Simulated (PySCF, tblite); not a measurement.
# C4H5N3O2Si: geometry, infrared bands and NMR shifts

What infrared bands and NMR shifts should C4H5N3O2Si (`O=Cc1ncnnc1O[SiH3]`) show?

Programs: tblite 0.8.0 and PySCF 2.14.0, with density-fitted response routines of our own. Each step states its level of theory. These are calculated values for one molecule in the gas phase, unless marked as measured. Atoms count from 0, in the outputs and in this text.

### Step 1. Starting geometry

15 atoms, charge 0, multiplicity 1; geometry from: force field or distance geometry start.

Bonds of the start (Å): O0–C1 1.24, C1–C2 1.47, C2–N3 1.37, N3–C4 1.33, C4–N5 1.35, N5–N6 1.37, N6–C7 1.36, C7–O8 1.36, O8–Si9 1.64, C7–C2 1.38, C1–H10 1.10, C4–H11 1.09, Si9–H12 1.49, Si9–H13 1.49, Si9–H14 1.48.

### Step 2. Optimising the geometry with GFN2-xTB

Job settings and geometry (Å):

```
{"job": {"kind": "relax", "xc": "GFN2-xTB", "basis": "xTB"}, "charge": 0, "multiplicity": 1}
O      0.530400     1.059100     2.510100
C     -0.617300     0.965900     2.053300
C     -0.939500     0.401500     0.738300
N     -2.282000     0.406600     0.454900
C     -2.598500    -0.104800    -0.730500
N     -1.720100    -0.575900    -1.641700
N     -0.385600    -0.552200    -1.340400
C      0.014700    -0.058900    -0.139700
O      1.346300    -0.049800     0.153700
Si     2.637900    -0.549900    -0.731600
H     -1.485400     1.293800     2.651900
H     -3.648300    -0.138400    -1.011800
H      3.885900    -0.315800     0.041300
H      2.727000     0.219100    -2.006300
H      2.530300    -1.992200    -1.023500
```

On the command line:

```bash
$ OMP_NUM_THREADS=1 python probes_run.py task.json out
```

This one command runs all jobs of the session in turn.

**Question.** This job is followed by: GFN2-xTB harmonic vibrations, gas phase; GIAO PBE0/pcSseg-1 NMR shielding, non-relativistic, gas phase. Predict these results of the whole session: strongest single infrared mode (GFN2-xTB); zero-point energy (GFN2-xTB); 13C shifts against TMS (PBE0/pcSseg-1); 1H shifts against TMS (PBE0/pcSseg-1, means over atoms taken as alike); 17O shifts against H2O (PBE0/pcSseg-1); 15N shifts against NH3 (PBE0/pcSseg-1); 29Si shifts against TMS (PBE0/pcSseg-1).

**Answer**, as computed:

| quantity | value |
| --- | --- |
| strongest single infrared mode (GFN2-xTB) | 1422 cm⁻¹, 496 km/mol |
| zero-point energy (GFN2-xTB) | 55.5 kcal/mol |
| 13C shifts against TMS (PBE0/pcSseg-1) | 202.0, 164.9, 159.2, 137.6 ppm |
| 1H shifts against TMS (PBE0/pcSseg-1, means over atoms taken as alike) | 10.63, 10.10, 5.34 ppm |
| 17O shifts against H2O (PBE0/pcSseg-1) | 767.1, 129.2 ppm |
| 15N shifts against NH3 (PBE0/pcSseg-1) | 466.8, 443.7, 340.0 ppm |
| 29Si shifts against TMS (PBE0/pcSseg-1) | -35.2 ppm |

In words: The optimisation took 52 steps and gained 0.554 eV; among the close pairs (by a distance rule), N5–N6 changed most, from 1.368 to 1.296 Å. The lowest mode is slightly imaginary (19i cm⁻¹), a soft motion within the noise of the Hessian, so the minimum is not strictly shown. The strongest single mode, at 1422 cm⁻¹, moves mainly C7. GFN2-xTB is a fitted tight-binding method: band positions and strengths are rough. Its intensities can rank the bands wrongly. The most deshielded carbon is C1 (aldehyde carbonyl carbon), at 202.0 ppm: the double bond to the heteroatom, with no lone-pair donor beside it, deshields it most. The most deshielded hydrogen is H10 (hydrogen on an aldehyde carbonyl carbon), at 10.63 ppm: the formyl region, downfield of aromatic protons. At PBE0/pcSseg-1: The largest span, 1579 ppm, is at O0, where the paramagnetic term is -833 ppm. NICS(1)zz of -25 ppm above the planar ring from C2 marks a diatropic (aromatic) ring current.
